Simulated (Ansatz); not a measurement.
# C2H9AlOS: the cost of one run

The runs use Ansatz 0.2.0, Gaussian basis; the settings change from run to run.

## Step 1: The relaxed structure

The geometry comes from an earlier relaxation with PBE0-D4 in a triple-zeta def2 set; it is a stationary point, not always the lowest conformer.

SMILES `[CH3][Al-]([CH3])([OH])[SH2+]`, 14 atoms, charge 0, spin multiplicity 1.

Atoms are counted from 1 here; the program's logs count them from 0.

Bond lengths: C1–Al2 1.963 Å, C1–H6 1.096 Å, C1–H7 1.095 Å, C1–H8 1.095 Å, Al2–C3 1.960 Å, Al2–O4 1.726 Å, Al2–S5 2.625 Å, C3–H9 1.094 Å, C3–H10 1.096 Å, C3–H11 1.095 Å, O4–H12 0.955 Å, S5–H13 1.343 Å, S5–H14 1.344 Å. Angles: Al2–C1–H6 111.0°, Al2–C1–H7 111.9°, Al2–C1–H8 112.8°, H6–C1–H7 106.5°, H6–C1–H8 106.9°, H7–C1–H8 107.4°, C1–Al2–C3 121.9°, C1–Al2–O4 119.3°, C1–Al2–S5 100.2°, C3–Al2–O4 114.5°, C3–Al2–S5 98.6°, O4–Al2–S5 91.5°, Al2–C3–H9 112.2°, Al2–C3–H10 110.6°, Al2–C3–H11 112.7°, H9–C3–H10 106.6°, H9–C3–H11 107.9°, H10–C3–H11 106.6° and more.

As a file:

```mol
C2H9AlOS
  3D, bonds by distance, orders not assigned

 14 13  0  0  0  0  0  0  0  0999 V2000
   -1.9330    0.5103    0.2060 C   0  0
   -0.1514   -0.2999    0.3526 Al  0  0
    1.4123    0.7332    0.9254 C   0  0
   -0.0163   -2.0026    0.6039 O   0  0
    0.4562   -0.5550   -2.1887 S   0  0
   -2.3735    0.6708    1.1964 H   0  0
   -1.8977    1.4905   -0.2812 H   0  0
   -2.6358   -0.1104   -0.3588 H   0  0
    2.3493    0.1930    0.7583 H   0  0
    1.3604    0.9460    1.9990 H   0  0
    1.4873    1.7010    0.4185 H   0  0
   -0.7894   -2.5626    0.6409 H   0  0
    1.5267   -1.2957   -1.8580 H   0  0
    1.1919    0.5524   -2.3854 H   0  0
  1  2  8  0
  2  3  8  0
  2  4  8  0
  2  5  8  0
  1  6  8  0
  1  7  8  0
  1  8  8  0
  3  9  8  0
  3 10  8  0
  3 11  8  0
  4 12  8  0
  5 13  8  0
  5 14  8  0
M  END
```

## Step 2: SPW92/def2-mTZVP

This run has charge -1, multiplicity 2, high accuracy.

Contents of in.yaml:

```yaml
crystal:
  periodic: [false, false, false]
  atoms:
    - {symbol: C, position_ang: [-1.932951, 0.510269, 0.205985]}
    - {symbol: Al, position_ang: [-0.151361, -0.299909, 0.352595]}
    - {symbol: C, position_ang: [1.412273, 0.733175, 0.925430]}
    - {symbol: O, position_ang: [-0.016339, -2.002642, 0.603854]}
    - {symbol: S, position_ang: [0.456217, -0.554983, -2.188658]}
    - {symbol: H, position_ang: [-2.373506, 0.670756, 1.196366]}
    - {symbol: H, position_ang: [-1.897704, 1.490524, -0.281226]}
    - {symbol: H, position_ang: [-2.635765, -0.110361, -0.358763]}
    - {symbol: H, position_ang: [2.349342, 0.192969, 0.758277]}
    - {symbol: H, position_ang: [1.360450, 0.945983, 1.999005]}
    - {symbol: H, position_ang: [1.487285, 1.700964, 0.418532]}
    - {symbol: H, position_ang: [-0.789401, -2.562601, 0.640875]}
    - {symbol: H, position_ang: [1.526658, -1.295700, -1.858034]}
    - {symbol: H, position_ang: [1.191901, 0.552356, -2.385436]}
basis:
  gaussian: {orbitals: def2-mTZVP}
total_charge: -1
magnetization: {spin_polarized: true, initial_magnetization: 1}
hamiltonian: {xc: {name: SPW92}}
accuracy: high
output: {forces: true}
```

On the command line:

```bash
$ ansatz run in.yaml --threads 4 --pin off --events-out ev --progress --plain --max-ram 10444MiB
```

What time and memory should one allow on 4 threads of AMD EPYC 7B13, shared host?

About 6 s, with a peak of 0.65 GiB.
